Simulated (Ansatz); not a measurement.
# InH2 (SMILES [InH2]) at UPBE-QIDH-D3(BJ)-ATM/LANL2DZ (core potential, damping of pbe)

Wanted: a structure relaxation of InH2. 

The results are computed with Ansatz 0.2.0.

7 further runs of the same task are left out: 1 that didn't finish, 6 set aside as unsound or not needed.

## (1) The structure to begin with

InH2: 3 atoms, total charge 0, spin state doublet. SMILES: `[InH2]`. The coordinates come from a PBE0-D4/def2-TZVP relaxation. The run starts from this shape.

Bond lengths: In1–H2 1.758 Å, In1–H3 1.758 Å. Angles: H2–In1–H3 120.6°.

## (2) A structure relaxation at UPBE-QIDH-D3(BJ)-ATM/LANL2DZ (core potential, damping of pbe)

File molecule.yaml:

```yaml
crystal:
  periodic: [false, false, false]
  atoms:
    - {symbol: In, position_ang: [0.384600, -0.425400, 0.149800]}
    - {symbol: H, position_ang: [0.691300, 1.265400, 0.521600]}
    - {symbol: H, position_ang: [-1.086900, -0.904800, -0.684700]}
basis:
  gaussian: {orbitals: LANL2DZ.json}
magnetization: {spin_polarized: true, initial_magnetization: 1}
hamiltonian: {xc: {name: PBE-QIDH}, dispersion: {method: d3bjatm, functional: pbe}}
correlation: {frozen_orbitals: {H: 0, In: 0}}
relax: {}
output: {orbitals: {seedname: orbitals}}
```

The basis set LANL2DZ is read from a file made from the Basis Set Exchange's data (not shown).

Run with:

```bash
ansatz run molecule.yaml --threads 1 --pin off --max-ram 2610MiB --events-out events.jsonl --progress --plain --runs-dir runs
```

Log (excerpt; [...] marks lines left out):

```text
Warning: RAYON_NUM_THREADS=1 ignored (pool sized by the plan → 1); use --threads N
[...]
Functional definition: PBE-QIDH
  name "PBE-QIDH"
[...]
180 factors; integrals over basis functions are off by at most 1.1e-4 eV
[...]
mean field -80.61611896 eV, -2.9625877282 hartree, gradient 2.4e-6 eV, S^2 0.752916; 0 other end points of the search recorded, 0 dependent functions left out
reference -80.61613241 eV, -2.9625882225 hartree; 3, 2 occupied and 9, 10 virtual orbitals, 180 factors
second order -0.89936099 eV of doubles, -0.00000000 eV of singles
[...]
relax step   1: F+E_penalty+E_count = -80.93924179 eV  Δ(F+E_penalty+E_count) = +0.000e0 eV  max|allowed force component| = 1.121e-1 eV/Å  Δτ_max = 0.0000 Å  (27 SCF iters, accepted)
[...]
relax step   2: F+E_penalty+E_count = -80.93908410 eV  Δ(F+E_penalty+E_count) = +1.577e-4 eV  max|allowed force component| = 8.823e-2 eV/Å  Δτ_max = 0.0468 Å  (29 SCF iters, rejected (line search))
[...]
relax step   3: F+E_penalty+E_count = -80.94163641 eV  Δ(F+E_penalty+E_count) = -2.395e-3 eV  max|allowed force component| = 7.136e-3 eV/Å  Δτ_max = 0.0225 Å  (30 SCF iters, accepted)
180 factors; integrals over basis functions are off by at most 1.1e-4 eV
mean field -80.61748219 eV, -2.9626378259 hartree, gradient 2.6e-6 eV, S^2 0.753198; 1 other end points of the search recorded, 0 dependent functions left out
reference -80.61749561 eV, -2.9626383191 hartree; 3, 2 occupied and 9, 10 virtual orbitals, 180 factors
second order -0.90235038 eV of doubles, -0.00000000 eV of singles
[...]
Total energy: -80.94164983 eV, -2.9745507670 hartree
Atom 0 at     0.399598    -0.441056     0.155750 Å, force    -0.003000     0.003168    -0.001186 eV/Å
Atom 1 at     0.678418     1.266678     0.514976 Å, force    -0.003035    -0.007136    -0.002486 eV/Å
Atom 2 at    -1.089016    -0.890422    -0.684026 Å, force     0.006036     0.003968     0.003672 eV/Å
Dipole moment:     0.121094    -0.125958     0.048100 e Å
```

It took 3 s on 1 thread of Arm Neoverse V2, shared host.

Steps, from the record of the run:

```tsv
step	energy from the first frame kept (eV)	largest force (eV/Å)
1	0.0000	0.1602
2	0.0002	0.1265
3	-0.0024	0.0081
```

After the run. Bond lengths: In1–H2 1.767 Å, In1–H3 1.767 Å. Angles: H2–In1–H3 118.4°.

## (3) Summary of results

Level: UPBE-QIDH-D3(BJ)-ATM/LANL2DZ (core potential, damping of pbe).

```
                                                quantity         value
                                 total energy at the end   -2.97455 Eh
                                dipole moment (SCF part)        0.87 D
HOMO energy (SCF part's orbitals) (highest over α and β)      -6.95 eV
 LUMO energy (SCF part's orbitals) (lowest over α and β)      -0.86 eV
                                       dispersion energy  -2.25 kJ/mol
                                                    ⟨S²⟩         0.753
```

What this shows: At the final geometry: Bond lengths: In1–H2 1.767 Å, In1–H3 1.767 Å. Angles: H2–In1–H3 118.4°. The optimisation took 2 steps and changed the energy by -0.002 eV. Mulliken charges run from -0.16 on H2 to +0.32 on In1.
